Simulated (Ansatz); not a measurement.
# RuAu (Pm-3m) in Ansatz: relaxation of cell and atoms with PBEsol

Aim: the relaxation of cell and atoms of RuAu with PBEsol.

Everything below comes from runs of Ansatz 0.2.0. Logs are shortened: lines on timing, memory, paths and dates and some standing lists are left out, and cuts for length are marked.

## (1) The crystal as given

The structure is cubic, space group Pm-3m (No. 221). Conventional cell: a = 3.165 Å, b = 3.165 Å, c = 3.165 Å, α = 90.00°, β = 90.00°, γ = 90.00°. Around Ru (site symmetry m-3m) lie 8 Au at 2.74 Å. Au (site symmetry m-3m) is surrounded by 8 Ru at 2.74 Å.

The cell was built by a generator and needn't be a form met in nature.

## (2) Relaxation of cell and atoms, PBEsol, target pressure 30 GPa, at which the enthalpy is minimised

input.yaml reads:

```yaml
crystal:
  lattice:
    - [3.16481, 0.0, 0.0]
    - [0.0, 3.16481, 0.0]
    - [0.0, 0.0, 3.16481]
  atoms:
    - { symbol: Ru, position: [0.0, 0.0, 0.0] }
    - { symbol: Au, position: [0.5, 0.5, 0.5] }
hamiltonian:
  xc: pbesol
  pseudopotentials: { kind: paw }
kpoints:
  mp_grid: { grid: [8, 8, 8] }
scf:
  occupations: { method: fermi_dirac, width: 0.05 }
output:
  forces: true
  stress: true
  eigenvalues: true
relax:
  f_tol: 0.01
  max_steps: 40
  cell: { stress_tol: 0.05, p_target: 30.0 }
```

Potentials or basis: Ansatz PAW.

Started as:

```
ansatz run input.yaml --threads 2 --pin off --max-ram 5632MiB --backend cpu --events-out ev --progress --plain --runs-dir out
```

What it wrote:

```text
Warning: RAYON_NUM_THREADS=2 ignored (pool sized by the plan → 2); use --threads N
Engine: ansatz 0.2.0, aarch64-unknown-linux-gnu
Pseudopotentials: kind: paw
Pseudopotential: Ru, paw, valence charge 16, recommended cutoff 420 eV (normal), Ru.paw.azcp
Pseudopotential: Au, paw, valence charge 19, recommended cutoff 420 eV (normal), Au.paw.azcp
Functional definition: PBEsol
  exchange = pbesol_x
  correlation = pbesol_c
Crystal: 2 atoms, lattice volume = 31.699 Å³
Basis set: ecut = 420 eV, 619 PW (Γ), exchange–correlation on 48×48×48 points (8 copies of the dense FFT grid, shifted against one another)
Bands: 22, of which v1, the nominal top of the filled ones, is band 18 counted from 1 (17 counted from 0)
Symmetry: 48 space group operations
Space group: Pm-3m (ITA 221), of the structure as read, at distance tolerance 3.2e-5 Å
k-points: 35 of 512
Non-local potential: Ru, projectors of the file, l = 0: 3, l = 1: 2, l = 2: 2, l = 3: 1
Non-local potential: Au, projectors of the file, l = 0: 3, l = 1: 2, l = 2: 2, l = 3: 1
PAW form: soft (Blöchl's): semilocal exchange-correlation on the pseudo side does not see the compensation charge
PAW frozen core: Ru, regenerated for the run's functional, and the local potential with it (the file was generated under x = pbe(κ = 0.804, μ = 0.2195149727645171), c = pbe(β = 0.06672455060314922))
PAW frozen core: Au, regenerated for the run's functional, and the local potential with it (the file was generated under x = pbe(κ = 0.804, μ = 0.2195149727645171), c = pbe(β = 0.06672455060314922))
PAW one-centre angular grid: Ru, 590 points (default); XC on 64 Gauss nodes
PAW one-centre angular grid: Au, 590 points (default); XC on 64 Gauss nodes
Initial density: superposition of atomic densities (neutral atoms: chi_scale 0, normalization atom), corrected by the library's trained network
Initial wavefunctions: pseudopotential atomic-orbital guess
Functional: x = pbesol(κ = 0.804, μ = 0.12345679012345678), c = pbesol(β = 0.046)
SCF iter   1: F=—  HF=-18822.361244 eV  |F-HF|=—  |Δ(HF+E_count)|=         —  Δρ=9.99e-3  dr2=3.32e-2  ethr=1.77e-3  ⟨swp⟩=4.6  Hψ=2925  notcnv=0
preconditioner: auto → none  [metal: Δε(μ)=0.056 eV  Ē_g=8.745 eV  σ=0.050 eV  W_gap=0.25  n_scr=6 (ndim 8)  ℏωp=28.7 eV  f_vac=0.000  D(μ)=3.13/eV (n_scr^D=32)  sad-step TF]
SCF iter   2: F=—  HF=-18822.358288 eV  |F-HF|=—  |Δ(HF+E_count)|=   2.96e-3  Δρ=5.86e-3  dr2=1.31e-2  ethr=9.49e-5  ⟨swp⟩=1.3  Hψ=1065  notcnv=0
SCF iter   3: F=—  HF=-18822.355810 eV  |F-HF|=—  |Δ(HF+E_count)|=   2.48e-3  Δρ=6.08e-4  dr2=1.03e-4  ethr=3.74e-5  ⟨swp⟩=2.1  Hψ=978  notcnv=0
SCF iter   4: F=—  HF=-18822.355798 eV  |F-HF|=—  |Δ(HF+E_count)|=   1.20e-5  Δρ=1.91e-4  dr2=8.71e-6  ethr=2.93e-7  ⟨swp⟩=2.2  Hψ=1322  notcnv=0
SCF iter   5: F=—  HF=-18822.355792 eV  |F-HF|=—  |Δ(HF+E_count)|=   6.05e-6  Δρ=3.78e-5  dr2=5.65e-7  ethr=2.49e-8  ⟨swp⟩=2.1  Hψ=1270  notcnv=0
SCF iter   6: F=-18822.355792 eV  HF=-18822.355792 eV  |F-HF|=4.00e-11  |Δ(HF+E_count)|=   5.47e-8  Δρ=3.30e-6  dr2=1.13e-9  ethr=2.86e-10  ⟨swp⟩=4.3  Hψ=2759  notcnv=0
SCF 1 converged in 6 iterations: F = -18822.355792 eV  dr2 = 1.13e-9
relax step   1: F+E_penalty+E_count = -18822.35579187 eV  Δ(F+E_penalty+E_count) = +0.000e0 eV  max|allowed force component| = 7.836e-29 eV/Å  Δτ_max = 0.0000 Å  P = -8.832 GPa  Ω = 31.699 Å³  (6 SCF iters, dr2 threshold 1.00e-7 eV, accepted)
Crystal: 2 atoms, lattice volume = 27.285 Å³
Basis set: ecut = 420 eV, 515 PW (Γ), exchange–correlation on 48×48×48 points (8 copies of the dense FFT grid, shifted against one another)
Initial density: handed on by an earlier stage of this run
Initial wavefunctions: those handed on with the density
iter 1 solved again at ethr=5.78e-4 eV; its pass at ethr=3.10e-3 eV (dr2=2.02e-1 eV) is discarded
SCF iter   1: F=—  HF=-18822.129513 eV  |F-HF|=—  |Δ(HF+E_count)|=         —  Δρ=2.23e-2  dr2=2.03e-1  ethr=5.78e-4  ⟨swp⟩=1.0  Hψ=4113  notcnv=0
preconditioner: auto → none  [metal: Δε(μ)=0.058 eV  Ē_g=10.105 eV  σ=0.050 eV  W_gap=0.28  n_scr=6 (ndim 8)  ℏωp=31.0 eV  f_vac=0.000  D(μ)=2.51/eV (n_scr^D=26)]
SCF iter   2: F=—  HF=-18822.092257 eV  |F-HF|=—  |Δ(HF+E_count)|=   3.73e-2  Δρ=7.48e-3  dr2=1.75e-2  ethr=5.78e-4  ⟨swp⟩=2.1  Hψ=1011  notcnv=0
SCF iter   3: F=—  HF=-18822.088299 eV  |F-HF|=—  |Δ(HF+E_count)|=   3.96e-3  Δρ=1.72e-3  dr2=8.13e-4  ethr=4.99e-5  ⟨swp⟩=1.0  Hψ=891  notcnv=0
SCF iter   4: F=—  HF=-18822.088146 eV  |F-HF|=—  |Δ(HF+E_count)|=   1.53e-4  Δρ=2.47e-4  dr2=5.51e-6  ethr=2.32e-6  ⟨swp⟩=2.2  Hψ=1203  notcnv=0
SCF iter   5: F=—  HF=-18822.088155 eV  |F-HF|=—  |Δ(HF+E_count)|=   9.01e-6  Δρ=6.69e-5  dr2=5.03e-7  ethr=1.57e-8  ⟨swp⟩=2.0  Hψ=1346  notcnv=0
SCF iter   6: F=-18822.088155 eV  HF=-18822.088155 eV  |F-HF|=2.24e-9  |Δ(HF+E_count)|=   8.29e-8  Δρ=5.31e-6  dr2=3.54e-9  ethr=5.71e-10  ⟨swp⟩=5.0  Hψ=3278  notcnv=0
SCF 2 converged in 6 iterations: F = -18822.088155 eV  dr2 = 3.54e-9
relax step   2: F+E_penalty+E_count = -18822.08815529 eV  Δ(F+E_penalty+E_count) = +2.676e-1 eV  max|allowed force component| = 1.052e-30 eV/Å  Δτ_max = 0.0000 Å  P = +34.875 GPa  Ω = 27.285 Å³  energy of the carried Pulay correction = +1.199e-3 eV  (6 SCF iters, dr2 threshold 2.00e-7 eV, accepted)
[... 19 lines left out ...]
SCF iter   4: F=-18822.156092 eV  HF=-18822.156092 eV  |F-HF|=2.07e-9  |Δ(HF+E_count)|=   7.39e-8  Δρ=7.38e-6  dr2=6.46e-9  ethr=1.25e-9  ⟨swp⟩=2.1  Hψ=1083  notcnv=0
iter 5 did not close the SCF: its close was put off for the readings that it lacked (scf_convergence_deferred on its scf_iter line)
SCF iter   5: F=-18822.156092 eV  HF=-18822.156092 eV  |F-HF|=1.27e-10  |Δ(HF+E_count)|=  6.51e-10  Δρ=1.83e-6  dr2=4.42e-10  ethr=1.84e-11  ⟨swp⟩=2.0  Hψ=1351  notcnv=0
SCF iter   6: F=-18822.156092 eV  HF=-18822.156092 eV  |F-HF|=0.00e0  |Δ(HF+E_count)|=  8.37e-11  Δρ=1.56e-7  dr2=6.01e-12  ethr=1.26e-12  ⟨swp⟩=1.0  Hψ=1996  notcnv=0
SCF 4 converged in 6 iterations: F = -18822.156092 eV  dr2 = 6.01e-12
relax step   4: F+E_penalty+E_count = -18822.15609225 eV  Δ(F+E_penalty+E_count) = +1.711e-2 eV  max|allowed force component| = 4.602e-30 eV/Å  Δτ_max = 0.0000 Å  P = +29.970 GPa  Ω = 27.622 Å³  energy of the carried Pulay correction = +1.102e-3 eV  (6 SCF iters, dr2 threshold 2.00e-7 eV, accepted)
Initial wavefunctions: pseudopotential atomic-orbital guess (no wavefunctions were taken with the density)
iter 1 solved again at ethr=2.93e-8 eV; its pass at ethr=3.10e-3 eV (dr2=1.03e-5 eV) is discarded
SCF iter   1: F=—  HF=-18822.154412 eV  |F-HF|=—  |Δ(HF+E_count)|=         —  Δρ=4.00e-4  dr2=6.93e-6  ethr=2.93e-8  ⟨swp⟩=3.0  Hψ=5292  notcnv=0
preconditioner: auto → none  [metal: Δε(μ)=0.063 eV  Ē_g=10.085 eV  σ=0.050 eV  W_gap=0.29  n_scr=6 (ndim 8)  ℏωp=30.8 eV  f_vac=0.000  D(μ)=2.56/eV (n_scr^D=26)]
SCF iter   2: F=—  HF=-18822.154422 eV  |F-HF|=—  |Δ(HF+E_count)|=   9.79e-6  Δρ=1.86e-4  dr2=1.27e-6  ethr=1.98e-8  ⟨swp⟩=2.0  Hψ=1378  notcnv=0
SCF iter   3: F=—  HF=-18822.154416 eV  |F-HF|=—  |Δ(HF+E_count)|=   5.81e-6  Δρ=2.75e-5  dr2=4.90e-8  ethr=3.62e-9  ⟨swp⟩=2.1  Hψ=1368  notcnv=0
SCF iter   4: F=—  HF=-18822.154416 eV  |F-HF|=—  |Δ(HF+E_count)|=   1.80e-8  Δρ=5.11e-6  dr2=1.75e-9  ethr=1.40e-10  ⟨swp⟩=2.0  Hψ=1357  notcnv=0
SCF iter   5: F=—  HF=-18822.154416 eV  |F-HF|=—  |Δ(HF+E_count)|=   1.31e-9  Δρ=6.26e-7  dr2=5.92e-11  ethr=5.01e-12  ⟨swp⟩=1.8  Hψ=1208  notcnv=0
SCF iter   6: F=-18822.154416 eV  HF=-18822.154416 eV  |F-HF|=7.28e-12  |Δ(HF+E_count)|=  3.64e-12  Δρ=3.30e-8  dr2=2.54e-13  ethr=1.00e-12  ⟨swp⟩=5.1  Hψ=3127  notcnv=0
SCF 5 converged in 6 iterations: F = -18822.154416 eV  dr2 = 2.54e-13
relax step   5: F+E_penalty+E_count = -18822.15441584 eV  Δ(F+E_penalty+E_count) = +1.676e-3 eV  max|allowed force component| = 7.297e-30 eV/Å  Δτ_max = 0.0000 Å  P = +30.017 GPa  Ω = 27.622 Å³  stress off target by 1.75e-2 GPa  SCF on the basis re-selected at this cell (its energy is not comparable with the rows above)  (6 SCF iters)
basis re-selected at this cell: Δ(F+E_penalty+E_count) = +1.676e-3 eV, ΔP = +0.047 GPa vs the last step (what re-selecting the basis moved, of the pressure what is left beyond the Pulay correction that the steps carried, after the strain that the cell walked since its last selection, with what the two solves' SCF thresholds leave and, on support functions, any second-order correction that the steps lacked; it is no measure of the basis error at this ecutwfc). This SCF's stress stands 1.75e-2 GPa from its target on what of the cell is left free (relax.cell.stress_tol is 5.00e-2 GPa) and its largest allowed force component is 7.30e-30 eV/Å (relax.f_tol is 1.00e-2 eV/Å): within both
SCF converged after 6 iterations
Free energy (F): -18822.154416 eV
Harris-Foulkes:  -18822.154416 eV  (|F-HF|=7.28e-12)
Internal energy: -18822.133291 eV  (E = F + TS)
E sigma→0 (E₀):  -18822.143853 eV
Entropy (-TS):   -0.021125 eV (-10.562 meV/atom)
Fermi energy:    24.817887 eV
--- Per-component energies (eV) ---
  E_band       = -174.675821
  E_kinetic    = 1125.938212
  E_local      = -2691.907662  (includes V_loc(G=0)·N_el)
  E_nonlocal   = 422.289047
  E_hartree    = 1035.961431
  E_xc         = -419.172095
  E_vxc        = -517.457692  (∫ρ·V_xc dr)
  E_paw        = -12964.888216  (= ΣΔE_a)
  E_vpaw       = -585.461680  (= ΣTr[D̂ρ^β])
  E_aug_tail   = 0.001099  (compensation charges beyond the density's cutoff)
  E_ewald      = -5330.917882
  E_core_change = 0.562775  (= ΣΔE_core)
  E_smearing   = -0.021125  (= −TS)
  E_closure    = -0.000000  (closes the sum)
  Σ components = -18822.154416   (vs F -18822.154416, Δ=0.00e0)
--- Forces (eV/Å), atoms counted from 1 ---
  atom   1  Ru    -0.00000000    -0.00000000     0.00000000
  atom   2  Au     0.00000000     0.00000000     0.00000000
  max |Σ_I F_I| component: 1.49e-29 eV/Å
--- Stress (GPa, compression-positive) ---
       30.017486      -0.000000       0.000000
       -0.000000      30.017486      -0.000000
        0.000000      -0.000000      30.017486
  P = ⅓ Tr σ = 30.0175 GPa (300.175 kbar)
--- Band table (eV; the first three rows and the last of 35) ---
  k-point 0: bands = ["-81.5816", "-47.8629", "-32.9556", "-32.9556", "-32.9556", "-17.8293", "-17.8293", "-17.8293", "14.5766", "16.9152", "16.9152", "19.8077", "19.8077", "19.8077", "23.4685", "23.4685", "25.5434", "25.5434", "25.5434", "32.8338", "32.8338", "32.8338"]
  k-point 1: bands = ["-81.5813", "-47.8611", "-32.9649", "-32.9545", "-32.9545", "-17.8584", "-17.8286", "-17.8286", "14.9225", "17.0645", "17.1652", "19.7822", "19.7822", "19.9121", "23.1814", "23.5787", "24.9624", "24.9624", "25.3566", "31.4566", "33.8470", "33.8470"]
  k-point 2: bands = ["-81.5806", "-47.8569", "-32.9872", "-32.9519", "-32.9519", "-17.9282", "-17.8268", "-17.8268", "15.8644", "17.4841", "17.8363", "19.7394", "19.7394", "20.1934", "22.4415", "23.7905", "23.8606", "23.8606", "24.8814", "28.9325", "36.2348", "36.2348"]
  k-point 34: bands = ["-81.5757", "-47.8228", "-33.0107", "-33.0107", "-33.0107", "-17.9869", "-17.9869", "-17.9869", "18.4444", "18.4444", "18.4444", "20.4159", "20.4159", "20.4159", "21.8917", "21.8917", "25.4439", "25.4439", "28.7678", "34.4157", "34.6128", "34.6128"]
--- Relaxed structure (4 steps of the walk, 4 accepted, 1 SCFs on fresh bases) ---
  F+E_penalty+E_count = -18822.15441584 eV   max|allowed force component| = 7.297e-30 eV/Å   (the final SCF, on the basis selected at the relaxed cell)
  cell:  # Å, volume = 27.6217 Å³
    - [3.0228506310181364, 1.0111132208032988e-33, 2.062349982114665e-33]
    - [1.1395085504291146e-33, 3.0228506310181364, 0.0]
    - [2.062349982114665e-33, 1.2839532962581572e-34, 3.0228506310181364]
  atoms:
    - { symbol: Ru, position: [-1.29822976672412e-33, 1.5416478479848707e-33, 1.6227872084051297e-34] }
    - { symbol: Au, position: [0.5, 0.5, 0.5] }
```

Wall time 4.4 s (2 threads of Arm Neoverse V1, shared host); peak memory 0.32 GiB.

What came out:

* Free energy: -18822.1544 eV
* Relaxed volume: 13.81 Å³/atom
* Relaxed cell: a = 3.023 Å, b = 3.023 Å, c = 3.023 Å, α = 90.00°, β = 90.00°, γ = 90.00°
* Space group after relaxing (to 0.05 Å): Pm-3m (No. 221)
* Energy change on relaxing (the enthalpy is what falls): +100.7 meV/atom
* Ionic steps: 5
* Pressure after relaxing: 30.0 GPa
* Band gap on the k mesh: none (metal or under the smearing width)

The path:
```
step  energy change (eV)  largest force (eV/Å)  volume (Å³)
   1              0.0000                0.0000        31.70
   2              0.2676                0.0000        27.29
   3              0.1826                0.0000        27.72
   4              0.1997                0.0000        27.62
   5              0.2014                0.0000        27.62
```

Final structure:
```yaml
crystal:
  lattice:
    - [3.02285, 0.00000, 0.00000]
    - [0.00000, 3.02285, 0.00000]
    - [0.00000, 0.00000, 3.02285]
  atoms:
    - { symbol: Ru, position: [0.00000, 0.00000, 0.00000] }
    - { symbol: Au, position: [0.50000, 0.50000, 0.50000] }
```

Levels at points of the mesh, in eV from the Fermi level:
| k point | band 14 | band 15 | band 16 | band 17 | band 18 | band 19 | band 20 | band 21 |
| --- | --- | --- | --- | --- | --- | --- | --- | --- |
| (0.00, 0.00, 0.00) | -5.01 | -1.35 | -1.35 | 0.73 | 0.73 | 0.73 | 8.02 | 8.02 |
| (0.00, 0.00, -0.50) | -4.11 | -3.70 | -2.20 | -2.20 | -1.77 | -0.71 | 1.66 | 15.09 |
| (0.00, -0.50, -0.50) | -2.57 | -0.93 | -0.11 | -0.11 | 0.53 | 1.12 | 1.12 | 6.83 |
| (-0.50, -0.50, -0.50) | -4.40 | -2.93 | -2.93 | 0.63 | 0.63 | 3.95 | 9.60 | 9.79 |

Caveat: the plane-wave basis is chosen anew once the cell has moved, so the energies of steps on either side of that aren't comparable; the PAW data sets come from PBE, with cores solved anew for the run's functional, which leaves a small shift of forces and pressure. The run has no spin-orbit coupling, so splittings on Au are missing.
